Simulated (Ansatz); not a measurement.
Write a Python script for the Python package of Ansatz (0.2.0) that makes a convergence test of the plane-wave cutoff of LaB2Rh3, space group P6/mmm. Settings (first run): PBEsol, PAW, cutoff 250 eV, 5×5×7 k-points, Fermi-Dirac smearing of 0.1 eV. The script varies cutoff (eV): 250, 325, 400, 475.

```
La B Rh
1.0
     5.48300    0.00000    0.00000
    -2.74150    4.74842    0.00000
     0.00000    0.00000    3.14100
La B Rh
1 2 3
Direct
  0.00000 0.00000 0.00000
  0.33333 0.66667 0.00000
  0.66667 0.33333 0.00000
  0.50000 0.00000 0.50000
  0.50000 0.50000 0.50000
  0.00000 0.50000 0.50000
```

The script, `ecut_lab2rh3.py`:
```python
"""Cutoff test for LaB2Rh3."""

import argparse

import ansatz as az
from pymatgen.core import Lattice, Structure
from pymatgen.io.ase import AseAtomsAdaptor
from tabulate import tabulate

parser = argparse.ArgumentParser(description="Cutoff test for LaB2Rh3.")
parser.add_argument("--k-density", type=float, required=True, help="k-point sampling")
parser.add_argument("--xc", default="PBEsol", help="exchange-correlation functional")
args = parser.parse_args()

pmg_structure = Structure(
    Lattice([[5.483, 0.0, 0.0], [-2.7415, 4.74841729, 0.0], [0.0, 0.0, 3.141]]),
    ["La", "B", "B", "Rh", "Rh", "Rh"],
    [
        [0.0, 0.0, 0.0],
        [1 / 3, 2 / 3, 0.0],
        [2 / 3, 1 / 3, 0.0],
        [0.5, 0.0, 0.5],
        [0.5, 0.5, 0.5],
        [0.0, 0.5, 0.5],
    ],
)
cell = az.Crystal.from_ase(AseAtomsAdaptor.get_atoms(pmg_structure))

base = (
    cell.calculation()
    .kpoints(density=args.k_density)
    .functional(args.xc)
    .occupations(az.OccupationsMethod.FERMI_DIRAC)
)

rows = []
for value in [250, 325, 400, 475]:
    rep = base.basis(value).run(threads=1, pin="off").report
    rows.append((value, rep["free_energy_ev"] / len(rep["lattice"]["sites"]), rep["n_iterations"], rep["n_pw"]))

print(tabulate(rows, headers=["cutoff (eV)", "F/atom (eV)", "iterations", "plane waves"], floatfmt=".4f", tablefmt="github"))

# the last row is the reference
for row in rows[:-1]:
    shift = 1000 * (row[1] - rows[-1][1])
    print(f"{row[0]}: {shift:+.2f} meV/atom" + ("  (within 5 meV)" if abs(shift) < 5 else ""))
```

```console
$ python ecut_lab2rh3.py --k-density 3.4
DeckWarning: basis.ecutwfc = 250 eV is below the records' recommended 420 eV, and the density's cutoff is lower with it unless basis.ecutrho_ratio is high enough to keep the records' density cutoff: compare with a run at a higher cutoff
DeckWarning: basis.ecutwfc = 325 eV is below the records' recommended 420 eV, and the density's cutoff is lower with it unless basis.ecutrho_ratio is high enough to keep the records' density cutoff: compare with a run at a higher cutoff
DeckWarning: basis.ecutwfc = 400 eV is below the records' recommended 420 eV, and the density's cutoff is lower with it unless basis.ecutrho_ratio is high enough to keep the records' density cutoff: compare with a run at a higher cutoff
|   cutoff (eV) |   F/atom (eV) |   iterations |   plane waves |
|---------------|---------------|--------------|---------------|
|           250 |    -4246.9266 |            7 |           723 |
|           325 |    -4247.8075 |            7 |          1101 |
|           400 |    -4247.8422 |            6 |          1493 |
|           475 |    -4247.8440 |            6 |          1931 |
250: +917.45 meV/atom
325: +36.46 meV/atom
400: +1.79 meV/atom  (within 5 meV)
```
(Warnings from the package without file and line.)

From 400 eV on it stays within 5 meV an atom of the value at 475 eV; the first row (250 eV) is off by 917.4 meV and the last but one by 1.79 meV. The energy falls steadily, as expected when plane waves are added.

What to keep in mind:
- For a metal this k-point mesh is coarse: on a finer one energies can move by several to tens of meV an atom and pressures by half a GPa or more, differences at one mesh by less.
- The starting cell is as deposited in a crystallographic database; the results hold for this polymorph, which needn't be the stable one.
- Shifts are counted from the last row, which is itself no proven limit.
- Hardware and time: 9.9 s on 1 thread of Arm Neoverse V2 (shared host), peak memory 0.52 GiB.
